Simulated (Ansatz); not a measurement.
# ZrCl+ (quintet): wave-function methods side by side, def2-QZVPP

One table from this session's results is given with a row withheld; the runs are named, their logs left out.

Method: def2-QZVPP, core rule «outside noble gas», up to 9 orbitals frozen; program: Ansatz 0.2.0, Gaussian basis.

Plan: UHF; ROHF; CCSD(T) on UHF.

2 further runs of the same task are left out: 2 set aside as unsound or not needed.

**The geometry**

The geometry is a PBE0/def2-TZVP stationary point (not a proven minimum) of the parent state, kept for this charge and spin. No spin-orbit coupling is included. Elements past krypton take def2 core potentials.

2 atoms, charge 1, spin multiplicity 5.

Atoms are counted from 1 here; the program's logs count them from 0.

Bond lengths: Zr1–Cl2 2.227 Å.

Set-up of the first run:

Input file in.yaml:

```yaml
crystal:
  periodic: [false, false, false]
  atoms:
    - {symbol: Zr, position_ang: [0.000000, 0.000000, 0.000000]}
    - {symbol: Cl, position_ang: [0.000000, 0.000000, 2.227000]}
basis:
  gaussian: {orbitals: "def2-QZVPP.json"}
total_charge: 1
magnetization: {spin_polarized: true, initial_magnetization: 4}
hamiltonian: {xc: hf}
output: {orbitals: {seedname: orbitals}}
```

On the command line:

```bash
> ansatz run in.yaml --threads 1 --pin off --events-out ev --progress --plain --max-ram 4096MiB --backend cpu
```

Steps of the session up to this table: UHF; ROHF; CCSD(T) on UHF.

One of the session's tables, all rows but one given; the rest of the session is left out.

| method | from UCCSD(T) (kJ/mol) |
| --- | --- |
| ROHF | +668.2 |
| UHF | +638.8 |
| UMP2 | +94.5 |
| UCCSD | ? |
| UCCSD(T) | 0 |

**Question.** Estimate the row for UCCSD.

**Answer.** from UCCSD(T) (kJ/mol): +24.6. In the column «from UCCSD(T) (kJ/mol)» it lies between UCCSD(T) (0) and UMP2 (+94.5).
